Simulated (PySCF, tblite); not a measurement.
# C2H11BN2O: geometry, infrared bands and NMR shifts

Aim: predict the infrared bands and NMR shifts of C2H11BN2O (`COC[NH2+][BH2-]N`).

Computed with tblite 0.8.0 and PySCF 2.14.0, with density-fitted response routines of our own, on a single molecule in the gas phase. Atoms are numbered from 0 throughout.

### 1 The starting structure

17 atoms, charge 0, multiplicity 1; geometry from: force field or distance geometry start.

Bonds of the start (Å): C0–O1 1.38, O1–C2 1.35, C2–N3 1.44, N3–B4 1.56, B4–N5 1.52, C0–H6 1.13, C0–H7 1.09, C0–H8 1.13, C2–H9 1.14, C2–H10 1.12, N3–H11 1.03, N3–H12 1.04, B4–H13 1.18, B4–H14 1.20, N5–H15 1.03, N5–H16 1.04.

### 2 Geometry optimisation with GFN2-xTB

What the job is given:

```
{"job": {"kind": "relax", "xc": "GFN2-xTB", "basis": "xTB"}, "charge": 0, "multiplicity": 1}
C      2.243700    -0.661400    -0.100400
O      1.548000     0.085600     0.821300
C      0.689800     1.019900     0.354000
N     -0.371800     0.506300    -0.474200
B     -1.637900     0.206400     0.384000
N     -2.025700    -1.244900     0.159400
H      2.864300     0.004600    -0.766800
H      1.635900    -1.312400    -0.731700
H      2.967000    -1.355700     0.416500
H      0.188900     1.478600     1.264900
H      1.199400     1.884100    -0.149500
H     -0.166900    -0.376400    -0.969800
H     -0.631700     1.206300    -1.193200
H     -2.438100     0.990000     0.001400
H     -1.370700     0.447000     1.524500
H     -3.055800    -1.303300     0.207200
H     -1.645500    -1.562700    -0.757400
```

Command:

```console
$ OMP_NUM_THREADS=1 python probes_run.py task.json out
```

This one command runs all jobs of the session in turn.

**Question.** This job is followed by: GFN2-xTB harmonic vibrations, gas phase; GIAO PBE0/pcSseg-1 NMR shielding, non-relativistic, gas phase. Predict these results of the whole session: strongest single infrared mode (GFN2-xTB); zero-point energy (GFN2-xTB); 13C shifts against TMS (PBE0/pcSseg-1); 1H shifts against TMS (PBE0/pcSseg-1, means over atoms taken as alike); 17O shifts against H2O (PBE0/pcSseg-1); 15N shifts against NH3 (PBE0/pcSseg-1); 11B shifts against BF3·OEt2 (PBE0/pcSseg-1).

As calculated:

```
                                                              quantity                             value
                             strongest single infrared mode (GFN2-xTB)             2450 cm⁻¹, 257 km/mol
                                          zero-point energy (GFN2-xTB)                     90.2 kcal/mol
                                13C shifts against TMS (PBE0/pcSseg-1)                    78.3, 56.8 ppm
1H shifts against TMS (PBE0/pcSseg-1, means over atoms taken as alike)  4.70, 3.58, 3.01, 2.46, 0.39 ppm
                                17O shifts against H2O (PBE0/pcSseg-1)                          38.2 ppm
                                15N shifts against NH3 (PBE0/pcSseg-1)                    93.6, 22.6 ppm
                           11B shifts against BF3·OEt2 (PBE0/pcSseg-1)                          -7.9 ppm
```

What this shows: The optimisation took 189 steps and gained 0.948 eV; among the close pairs (by a distance rule), N3–B4 changed most, from 1.559 to 1.765 Å. All 45 modes are real, so the xTB geometry is a minimum. The strongest single mode, at 2450 cm⁻¹, moves mainly H13. Unscaled tight-binding wavenumbers are off by several per cent, some by more. Its intensities can rank the bands wrongly. The most deshielded hydrogen is H9, H10 (mean) (hydrogen on an sp3 CH2 bonded to N and O), at 4.70 ppm: its carbon carries N and O, hence the downfield position.
